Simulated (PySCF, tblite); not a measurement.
# C4H11GeO radical: geometry, infrared bands and EPR parameters

Wanted: the infrared bands and EPR parameters of C4H11GeO radical (`C[CH][Ge@@H]([CH3])[O]C`), by calculation.

The runs use tblite 0.8.0 and PySCF 2.14.0, with density-fitted response routines of our own; the level of theory stands in each step. All values are computed, except where a source is named. Atoms count from 0, in the outputs and in this text.

## (1) The starting structure

17 atoms, charge 0, multiplicity 2; geometry from: force field or distance geometry start.

Bonds of the start (Å): C0–C1 1.50, C1–Ge2 1.89, Ge2–C3 1.97, Ge2–O4 1.78, O4–C5 1.40, C0–H6 1.10, C0–H7 1.12, C0–H8 1.12, C1–H9 1.11, Ge2–H10 1.56, C3–H11 1.11, C3–H12 1.11, C3–H13 1.11, C5–H14 1.12, C5–H15 1.09, C5–H16 1.11.

## (2) Relaxing the molecule with GFN2-xTB

The job: settings as JSON, then the geometry in Å.

```
{"job": {"kind": "relax", "xc": "GFN2-xTB", "basis": "xTB"}, "charge": 0, "multiplicity": 2}
C      2.512300    -0.248200    -0.106700
C      1.484000     0.049400     0.941600
Ge    -0.304900     0.232900     0.350100
C     -0.645400     2.042700    -0.346200
O     -0.823000    -0.964400    -0.861400
C     -1.978500    -1.605300    -0.391300
H      2.184400    -0.036700    -1.139000
H      3.387600     0.421000     0.112000
H      2.896100    -1.292000    -0.002200
H      1.623200    -0.489900     1.900400
H     -1.277500     0.062500     1.561100
H     -1.049500     1.967200    -1.374500
H      0.275100     2.654900    -0.284500
H     -1.453800     2.507400     0.258700
H     -1.675600    -2.084300     0.574400
H     -2.392400    -2.328300    -1.093700
H     -2.769200    -0.876800    -0.108600
```

The run is started by

```console
> OMP_NUM_THREADS=1 python probes_run.py task.json out
```

The driver reads the jobs from task.json and runs them one after another.

**Question.** This job is followed by: GFN2-xTB harmonic vibrations, gas phase; UKS B3LYP, def2-TZVP-core on Ge, pcH-1 on C H O, non-relativistic, mean-field spin-orbit, GIAO. What will the session give for the following? strongest single infrared mode (GFN2-xTB); zero-point energy (GFN2-xTB); g(iso) (B3LYP); ⟨S²⟩; largest a(iso) (averaged by class); surface potential, 1st and 99th percentile.

As calculated:

| quantity | value |
| --- | --- |
| strongest single infrared mode (GFN2-xTB) | 1817 cm⁻¹, 517 km/mol |
| zero-point energy (GFN2-xTB) | 83.6 kcal/mol |
| g(iso) (B3LYP) | 2.00181 |
| ⟨S²⟩ | 0.754 (exact 0.75) |
| largest a(iso) (averaged by class) | 13C on C1, 89.8 MHz |
| surface potential, 1st and 99th percentile | -1.53 V and 0.84 V |

**Reading.** The optimisation took 181 steps and gained 0.697 eV; among the close pairs (by a distance rule), C1–Ge2 changed most, from 1.893 to 1.934 Å. No mode is imaginary among the 45: a minimum at this level. The strongest single mode, at 1817 cm⁻¹, moves mainly H10. Unscaled tight-binding wavenumbers are off by several per cent, some by more. Its intensities can rank the bands wrongly. Most of the unpaired spin sits on C1 (1.00 e). The isotropic g lies 0.5 ppt below the free-electron value. The hyperfine terms hold no scalar relativity, which the heavier nuclei need.
